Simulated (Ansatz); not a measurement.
BrFH₃PSi, SMILES F[SiH](P)Br, a rigid scan of one bond length

Computed with Ansatz 0.2.0 through its Python package.

Script `brfh3psi_scan.py`:
```python
"""Potential curve of BrFH3PSi along one bond."""

import ansatz as az
import numpy as np

geometry_ang = [
    ("F", (-1.3983, -0.2152, 1.5787)),
    ("Si", (-0.7459, -0.3512, 0.1227)),
    ("P", (1.456, -0.2387, 0.3079)),
    ("Br", (-1.4254, 1.3273, -1.1438)),
    ("H", (-1.1378, -1.6427, -0.4929)),
    ("H", (1.73, -0.0015, -1.0582)),
    ("H", (1.5215, 1.1219, 0.6855)),
]
brfh3psi = az.Crystal.molecule()
for symbol, xyz in geometry_ang:
    brfh3psi = brfh3psi.atom(symbol, xyz)

symbols = [site.symbol for site in brfh3psi.cartesian_sites]
start = np.array([site.position_ang for site in brfh3psi.cartesian_sites])
axis = (start[4] - start[1]) / np.linalg.norm(start[4] - start[1])
moving = [4]
lengths, energies = [1.305, 1.365, 1.424, 1.483, 1.543, 1.602, 1.661, 1.75], []
for length in lengths:
    xyz = start.copy()
    xyz[moving] += (length - np.linalg.norm(start[4] - start[1])) * axis
    point = az.Crystal.molecule()
    for symbol, place in zip(symbols, xyz):
        point = point.atom(symbol, place.tolist())
    calc = (
        point.calculation()
        .basis(gaussian="def2-SVP")
        .functional("b3lyp")
    )
    r = calc.run().report
    energies.append(r["free_energy_ev"])
    print(f"r = {length:6.3f} A  E = {energies[-1]:.5f} eV  <S^2> = {abs(r['mean_field']['state']['spin_squared']):.3f}")

# quartic fit about the minimum
fit = np.polynomial.Polynomial.fit(lengths, np.array(energies) - min(energies), 4).convert()
roots = [r.real for r in fit.deriv().roots() if abs(r.imag) < 1e-9 and fit.deriv(2)(r.real) > 0]
r_e = min(roots, key=lambda r: abs(r - lengths[int(np.argmin(energies))]))
print(f"minimum of the fit at {r_e:.4f} A, force constant {fit.deriv(2)(r_e):.2f} eV/A^2")
```

```console
$ python brfh3psi_scan.py
r =  1.305 A  E = -89966.55674 eV  <S^2> = 0.000
r =  1.365 A  E = -89966.78499 eV  <S^2> = 0.000
r =  1.424 A  E = -89966.90221 eV  <S^2> = 0.000
r =  1.483 A  E = -89966.93648 eV  <S^2> = 0.000
r =  1.543 A  E = -89966.90562 eV  <S^2> = 0.000
r =  1.602 A  E = -89966.82598 eV  <S^2> = 0.000
r =  1.661 A  E = -89966.70954 eV  <S^2> = 0.000
r =  1.750 A  E = -89966.48468 eV  <S^2> = 0.000
minimum of the fit at 1.4822 A, force constant 18.49 eV/A^2
```

Total energies depend on the basis set; only differences at equal settings carry meaning. The rest of the molecule is held rigid at a force-field or estimated start geometry, and the basis set is modest; single-reference methods fail as a bond breaks. b3lyp holds the VWN-RPA fit, as in Gaussian; the form of ORCA and Turbomole is b3lyp5. The orbitals are restricted, so S² is zero by construction. It ran for 23 s on 1 thread of Arm Neoverse V2, with other jobs on the host, peak memory 0.27 GiB.
